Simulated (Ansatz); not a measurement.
Relaxation of a periodic cell of 17 atoms, CoSi16 (host Si, host structure diamond, interstitial Co), to a largest force component of 0.03 eV/Å in at most 60 steps.

Computed with DFT PBE-D3(BJ), scalar-relativistic, plane waves, PAW in Ansatz 0.2.0. Settings: PAW set soft_1, cutoff 420 eV, k mesh 2x2x2, gaussian smearing 0.05 eV, spin collinear.

```xyz
17
Lattice="0.0000 5.4300 5.4300 5.4300 0.0000 5.4300 5.4300 5.4300 0.0000" Properties=species:S:1:pos:R:3:forces:R:3
Si 0.000 0.000 0.000 0.19 0.18 0.87
Si 1.357 1.357 1.357 -0.07 -0.08 0.08
Si 2.715 2.715 0.000 -0.16 -0.16 -0.17
Si 4.072 4.072 1.357 -0.23 -0.24 -0.21
Si 2.715 0.000 2.715 -0.10 0.08 0.10
Si 4.072 1.357 4.072 -1.01 -0.18 -0.15
Si 5.430 2.715 2.715 0.07 1.21 0.11
Si 6.787 4.072 4.072 -0.08 0.08 -0.08
Si 0.000 2.715 2.715 0.08 -0.09 0.09
Si 1.357 4.072 4.072 -0.20 -0.89 -0.19
Si 2.715 5.430 2.715 1.07 0.11 0.16
Si 4.072 6.787 4.072 0.08 -0.08 -0.07
Si 2.715 2.715 5.430 0.22 0.20 0.24
Si 4.072 4.072 6.787 0.16 0.16 0.15
Si 5.430 5.430 5.430 0.09 0.09 -0.10
Si 6.787 6.787 6.787 -0.09 -0.11 -1.23
Co 6.124 6.143 8.809 -0.01 -0.27 0.40
```

Where does it end, and by what steps?

It converged. The force dipped under the threshold on the way, but the program's further checks kept it going. Limits of this set-up: coarse k mesh, a small cell, in which the defect meets its images. After 12 steps the energy has fallen by 0.425 eV; Co17 moved furthest, 0.53 Å. Joined: Si3–Co17 (3.51 → 2.73 Å).

| step | energy less start (eV) | largest force component (eV/Å) | accepted |
| --- | --- | --- | --- |
| 0 | 0.0000 | 1.233 | yes |
| 1 | -0.2195 | 0.557 | yes |
| 2 | -0.2690 | 0.160 | yes |
| 3 | -0.2811 | 0.153 | yes |
| 4 | -0.3408 | 0.365 | yes |
| 5 | -0.3901 | 0.246 | yes |
| 6 | -0.4198 | 0.079 | yes |
| 7 | -0.4215 | 0.092 | yes |
| 8 | -0.4241 | 0.012 | yes |
| 9 | -0.4246 | 0.012 | yes |
| 10 | -0.4248 | 0.010 | yes |
| 11 | -0.4249 | 0.011 | yes |
| 12 | -0.4250 | 0.009 | yes |

```xyz
17
Lattice="0.0000 5.4300 5.4300 5.4300 0.0000 5.4300 5.4300 5.4300 0.0000" Properties=species:S:1:pos:R:3
Si -0.059 -0.045 0.068
Si 1.293 1.306 1.370
Si 2.562 2.573 -0.153
Si 3.953 3.893 1.239
Si 2.724 0.033 2.718
Si 4.071 1.349 4.083
Si 5.423 2.773 2.705
Si 6.748 4.130 4.031
Si 0.004 2.726 2.717
Si 1.344 4.071 4.058
Si 2.785 5.386 2.654
Si 4.087 6.737 4.007
Si 2.733 2.757 5.444
Si 4.090 4.108 6.802
Si 5.436 5.464 5.437
Si 6.800 6.780 6.783
Co 6.433 6.402 9.145
```

Whether the end is a true minimum wasn't checked by a vibrational analysis.

Run time: 2.7 min on 2 threads of Arm Neoverse V1, on a shared host, peak memory 0.75 GiB.
